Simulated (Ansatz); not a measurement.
**CH7OSi2 radical: one species, many methods**

The task here is to estimate one member of a computed series from the others.

Program: Ansatz 0.2.0, Gaussian basis. Level of theory: functionals in def2-TZVPP, the program's frozen cores in correlated methods. These are calculated values, not measurements.

Levels to be run: LDA (SPW92), PBE-D4, revPBE-D4, BLYP-D4, r2SCAN-D4, B97M-V, PBE0-D4, B3LYP-D4, r2SCANh-D4, r2SCAN0-D4, HSE06-D4, BHLYP-D4, CAM-B3LYP-D4, LC-ωPBE, ωB97X-V, ωB97M-V, B2PLYP, PBE-QIDH; CCSD(T)/def2-SVP; CCSD(T)/def2-TZVPP; MP2/def2-QZVPP; extrapolation to the limit; RPA on PBE.

**The relaxed structure**

All runs share one geometry, relaxed beforehand with PBE0-D4 in a triple-zeta def2 set.

SMILES `CO[SiH][SiH3]`, 11 atoms, charge 0, spin multiplicity 2.

Atoms are counted from 1 here; the program's logs count them from 0.

Bond lengths: C1–O2 1.409 Å, C1–H5 1.096 Å, C1–H6 1.095 Å, C1–H7 1.091 Å, O2–Si3 1.649 Å, Si3–Si4 2.335 Å, Si3–H8 1.501 Å, Si4–H9 1.486 Å, Si4–H10 1.490 Å, Si4–H11 1.488 Å. Angles: O2–C1–H5 111.6°, O2–C1–H6 110.8°, O2–C1–H7 108.3°, H5–C1–H6 108.7°, H5–C1–H7 108.7°, H6–C1–H7 108.6°, C1–O2–Si3 124.3°, O2–Si3–Si4 108.5°, O2–Si3–H8 108.7°, Si4–Si3–H8 113.7°, Si3–Si4–H9 109.5°, Si3–Si4–H10 113.5°, Si3–Si4–H11 107.4°, H9–Si4–H10 108.6°, H9–Si4–H11 108.9°, H10–Si4–H11 108.9°.

The first run:

in.yaml reads:

```yaml
crystal:
  periodic: [false, false, false]
  atoms:
    - {symbol: C, position_ang: [0.471696, 2.202439, -0.221220]}
    - {symbol: O, position_ang: [-0.032028, 0.981857, 0.270834]}
    - {symbol: Si, position_ang: [-0.447134, -0.302187, -0.677129]}
    - {symbol: Si, position_ang: [-0.539153, -2.213427, 0.661614]}
    - {symbol: H, position_ang: [1.181697, 2.044735, -1.041207]}
    - {symbol: H, position_ang: [-0.340665, 2.843505, -0.578351]}
    - {symbol: H, position_ang: [0.986604, 2.713779, 0.594046]}
    - {symbol: H, position_ang: [0.535432, -0.403147, -1.807805]}
    - {symbol: H, position_ang: [-1.604426, -2.050145, 1.685288]}
    - {symbol: H, position_ang: [0.744749, -2.515421, 1.354932]}
    - {symbol: H, position_ang: [-0.891369, -3.358988, -0.220602]}
basis:
  gaussian: {orbitals: def2-TZVPP}
magnetization: {spin_polarized: true, initial_magnetization: 1}
hamiltonian: {xc: lda}
output: {orbitals: {seedname: orbitals}}
```

On the command line:

```
$ ansatz run in.yaml --threads 2 --pin off --events-out ev --progress --plain --max-ram 22528MiB --backend cpu
```

Steps of the session up to this table: LDA; PBE-D4 (GGA); revPBE-D4 (GGA); BLYP-D4 (GGA); r2SCAN-D4 (meta-GGA); B97M-V (meta-GGA); B3LYP-D4 (hybrid); r2SCANh-D4 (hybrid); r2SCAN0-D4 (hybrid); HSE06-D4 (hybrid); BHLYP-D4 (hybrid); CAM-B3LYP-D4 (range-separated); LC-ωPBE (range-separated); ωB97X-V (range-separated); ωB97M-V (range-separated); B2PLYP (double hybrid); PBE-QIDH (double hybrid).

One of the session's tables, all rows but one given; the rest of the session is left out.

It belongs to the step «Orbital energies across the functionals». 

```
  functional  HOMO (eV)  LUMO (eV)  gap (eV)
 LDA (SPW92)      -4.48      -3.49      1.00
      PBE-D4      -4.51      -3.10      1.41
   revPBE-D4      -4.49      -2.97      1.52
     BLYP-D4      -4.30      -3.10      1.20
   r2SCAN-D4      -4.84      -2.70      2.14
      B97M-V      -4.66      -3.28      1.38
     PBE0-D4      -5.61      -2.21      3.40
    B3LYP-D4      -5.33      -2.57      2.76
  r2SCANh-D4      -5.24      -2.40      2.85
  r2SCAN0-D4      -5.85      -1.95      3.90
    HSE06-D4          ?          ?         ?
    BHLYP-D4      -6.52      -1.41      5.11
CAM-B3LYP-D4      -6.77      -1.29      5.48
     LC-ωPBE      -8.16       0.07      8.24
     ωB97X-V      -7.68      -0.43      7.26
     ωB97M-V      -7.34      -0.61      6.73
```

**Question.** Estimate the row for HSE06-D4.

The run gave: HOMO (eV): -5.22; LUMO (eV): -2.59; gap (eV): 2.63. In the column «HOMO (eV)» it lies between r2SCANh-D4 (-5.24) and r2SCAN-D4 (-4.84).
